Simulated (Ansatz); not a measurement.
# AsRu (CsCl type): a single-point run

Aim: a sound single-point run of AsRu (CsCl type). The structure is shown as the input types it.

Program: Ansatz 0.2.0. Level of theory: DFT, PBEsol, norm-conserving pseudopotentials, Ansatz's default files, scalar-relativistic. These are calculated values, not measurements.

1 further run of the same task is left out (it didn't finish).

## Step 1: The starting structure

The structure is cubic, space group Pm-3m (No. 221). The conventional cell has a = 2.880 Å, b = 2.880 Å, c = 2.880 Å, α = 90.00°, β = 90.00°, γ = 90.00°. Ru (site symmetry m-3m) is surrounded by 8 As at 2.49 Å. As (site symmetry m-3m) has 8 Ru at 2.49 Å as nearest neighbours.

Coordinates:

```cif
data_structure
_symmetry_space_group_name_H-M 'Pm-3m'
_symmetry_Int_Tables_number 221
_cell_length_a 2.8801
_cell_length_b 2.8801
_cell_length_c 2.8801
_cell_angle_alpha 90.000
_cell_angle_beta 90.000
_cell_angle_gamma 90.000
_cell_volume 23.89
loop_
_atom_site_label
_atom_site_type_symbol
_atom_site_symmetry_multiplicity
_atom_site_Wyckoff_symbol
_atom_site_fract_x
_atom_site_fract_y
_atom_site_fract_z
_atom_site_occupancy
Ru1 Ru 1 a 0.00000 0.00000 0.00000 1
As1 As 1 b 0.50000 0.50000 0.50000 1
```

## Step 2: Input and run

The input, input.yaml:

```yaml
crystal:
  lattice:
    - [2.8800675618, 0.0, 0.0]
    - [0.0, 2.8800675618, 0.0]
    - [0.0, 0.0, 2.8800675618]
  atoms:
    - { symbol: Ru, position: [0.0, 0.0, 0.0] }
    - { symbol: As, position: [0.5, 0.5, 0.5] }
kpoints:
  mp_grid: { grid: [14, 14, 14] }
scf:
  occupations: { method: fermi_dirac, width: 0.1 }
  max_iter: many
hamiltonian:
  xc: pbesol
  pseudopotentials: { kind: nc }
output:
  forces: true
  stress: true
  eigenvalues: true
```

Run with:

```bash
$ ansatz run input.yaml --threads 1 --pin off --max-ram 2048MiB --backend cpu --events-out ev --progress --plain --runs-dir out
```

**Question.** How will this run end, and is anything wrong with its input?

Nothing was computed: the input was turned down at the start. Its message: «line 13 column 13: invalid u64»

Look at the input: scf.max_iter is many. The key wants another kind of value (number, word, list or true/false) than the one typed.

The cure: delete scf.max_iter (the default then holds).
